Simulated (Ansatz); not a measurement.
# Li: the cost of one run

Program: Ansatz 0.2.0. Level of theory: DFT LDA, scalar-relativistic. These are calculated values, not measurements.

## (1) The starting structure

Symmetry: Im-3m, No. 229, cubic system. Conventional cell: a = 3.500 Å, b = 3.500 Å, c = 3.500 Å, α = 90.00°, β = 90.00°, γ = 90.00°. Li (site symmetry m-3m) has 8 Li at 3.03 Å as nearest neighbours.

Coordinates:

```
CELL_PARAMETERS angstrom
-1.75000 1.75000 1.75000
1.75000 -1.75000 1.75000
1.75000 1.75000 -1.75000
ATOMIC_POSITIONS crystal
Li 0.00000 0.00000 0.00000
```

## (2) After the deformation

Space group Im-3m before, I4/mmm after.

## (3) Full-potential LAPW

input.yaml

```yaml
crystal:
  lattice:
    - [-1.785, 1.785, 1.75]
    - [1.785, -1.785, 1.75]
    - [1.785, 1.785, -1.75]
  atoms:
    - { symbol: Li, position: [0.0, 0.0, 0.0] }
kpoints:
  mp_grid: { grid: [13, 13, 13] }
  band_path:
    path:
      - [0.0, 0.0, 0.0]
      - [0.0, 0.0, 0.5]
      - [-0.5, 0.5, 0.5]
      - [0.0, 0.0, 0.0]
      - [0.4902921953, 0.4902921953, -0.4902921953]
      - [-0.4902921953, 0.5097078047, 0.4902921953]
      - [-0.5, 0.5, 0.5]
      - [0.0, 0.0, 0.5]
      - [0.25, 0.25, 0.25]
    npoints: 5
scf:
  occupations: { method: fermi_dirac, width: 0.05 }
hamiltonian:
  xc: lda
  pseudopotentials: { kind: all_electron, lapw: { basis_error: 0.00025 } }
output:
  forces: true
  stress: true
  eigenvalues: true
```

On the command line:

```console
ansatz run input.yaml --threads 1 --pin off --max-ram 3072MiB --backend cpu --events-out ev --progress --plain --runs-dir out
```

**Question.** How long does this run take on 1 thread of Intel Xeon Platinum 8488C (Sapphire Rapids), shared host, and how much memory does it need?

About 3.2 s, with a peak of 0.26 GiB.
